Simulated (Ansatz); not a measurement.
# BH₄NTe (SMILES B[Te]N): single points off equilibrium

Aim: energy, forces and dipole at a structure displaced at random from a GFN2-xTB minimum, from several density functionals.

Program: Ansatz 0.2.0, Gaussian basis. Level of theory: single points in def2-TZVPP. These are calculated values, not measurements.

Filled d shells of heavy p-block atoms are frozen too. Core potentials replace the inner electrons past krypton, and spin-orbit coupling is left out.

1 further run of the same task is left out (set aside as unsound or not needed).

## (1) Starting geometry

SMILES `B[Te]N`, 7 atoms, charge 0, spin multiplicity 1.

Atoms are counted from 1 here; the program's logs count them from 0.

Bond lengths: B1–Te2 2.091 Å, B1–H4 1.110 Å, B1–H5 1.139 Å, Te2–N3 2.054 Å, N3–H6 1.061 Å, N3–H7 1.005 Å. Angles: Te2–B1–H4 121.1°, Te2–B1–H5 119.1°, H4–B1–H5 119.6°, B1–Te2–N3 93.4°, Te2–N3–H6 116.7°, Te2–N3–H7 110.8°, H6–N3–H7 106.7°.

Geometry (Å):

| atom | x (Å) | y (Å) | z (Å) |
| --- | --- | --- | --- |
| B1 | -1.00580 | 0.15050 | -1.18710 |
| Te2 | 0.61340 | 1.15780 | -0.32970 |
| N3 | 1.01940 | -0.36380 | 0.98820 |
| H4 | -1.36160 | -0.81710 | -0.77510 |
| H5 | -1.59430 | 0.65670 | -2.02050 |
| H6 | 0.28800 | -0.55830 | 1.73110 |
| H7 | 1.88440 | -0.19610 | 1.47080 |

## (2) PBE0-D4/def2-TZVPP

File run/in.yaml:

```yaml
crystal:
  periodic: [false, false, false]
  atoms:
    - {symbol: B, position_ang: [-1.005800, 0.150500, -1.187100]}
    - {symbol: Te, position_ang: [0.613400, 1.157800, -0.329700]}
    - {symbol: N, position_ang: [1.019400, -0.363800, 0.988200]}
    - {symbol: H, position_ang: [-1.361600, -0.817100, -0.775100]}
    - {symbol: H, position_ang: [-1.594300, 0.656700, -2.020500]}
    - {symbol: H, position_ang: [0.288000, -0.558300, 1.731100]}
    - {symbol: H, position_ang: [1.884400, -0.196100, 1.470800]}
basis:
  gaussian: {orbitals: def2-TZVPP}
hamiltonian: {xc: pbe0, dispersion: d4}
output: {forces: true, orbitals: {seedname: orbitals}}
```

The command line of these runs was not kept.

## (3) wB97M-V/def2-TZVPP

Edit run/in.yaml of step 2 so:

```diff
@@ -12,3 +12,3 @@
   gaussian: {orbitals: def2-TZVPP}
-hamiltonian: {xc: pbe0, dispersion: d4}
-output: {forces: true, orbitals: {seedname: orbitals}}
+hamiltonian: {xc: {name: wB97M-V}}
+output: {forces: true}
```

## (4) r2SCAN-D4/def2-TZVPP

Edit run/in.yaml of step 3 so:

```diff
@@ -12,3 +12,3 @@
   gaussian: {orbitals: def2-TZVPP}
-hamiltonian: {xc: {name: wB97M-V}}
+hamiltonian: {xc: r2scan, dispersion: d4}
 output: {forces: true}
```

## (5) PBE-D4/def2-TZVPP

Edit run/in.yaml of step 4 so:

```diff
@@ -12,3 +12,3 @@
   gaussian: {orbitals: def2-TZVPP}
-hamiltonian: {xc: r2scan, dispersion: d4}
+hamiltonian: {xc: pbe, dispersion: d4}
 output: {forces: true}
```

## (6) r2SCANh-D4/def2-TZVPP

Edit run/in.yaml of step 5 so:

```diff
@@ -12,3 +12,3 @@
   gaussian: {orbitals: def2-TZVPP}
-hamiltonian: {xc: pbe, dispersion: d4}
+hamiltonian: {xc: {name: r2SCANh}, dispersion: d4}
 output: {forces: true}
```

## (7) r2SCAN0-D4/def2-TZVPP

Edit run/in.yaml of step 6 so:

```diff
@@ -12,3 +12,3 @@
   gaussian: {orbitals: def2-TZVPP}
-hamiltonian: {xc: {name: r2SCANh}, dispersion: d4}
+hamiltonian: {xc: {name: r2SCAN0}, dispersion: d4}
 output: {forces: true}
```

(Steps that only read results are left out.)

What does the calculation give? Wanted: RMS force component; HOMO and LUMO, PBE0-D4.

The runs gave:

```
              quantity                                 value
   RMS force component  0.918 to 0.961 eV/Å over the methods
HOMO and LUMO, PBE0-D4                    -6.37 and -1.50 eV
```

No sound CCSD(T) forces are at hand. Among the functionals the RMS force differs by up to 5 %.
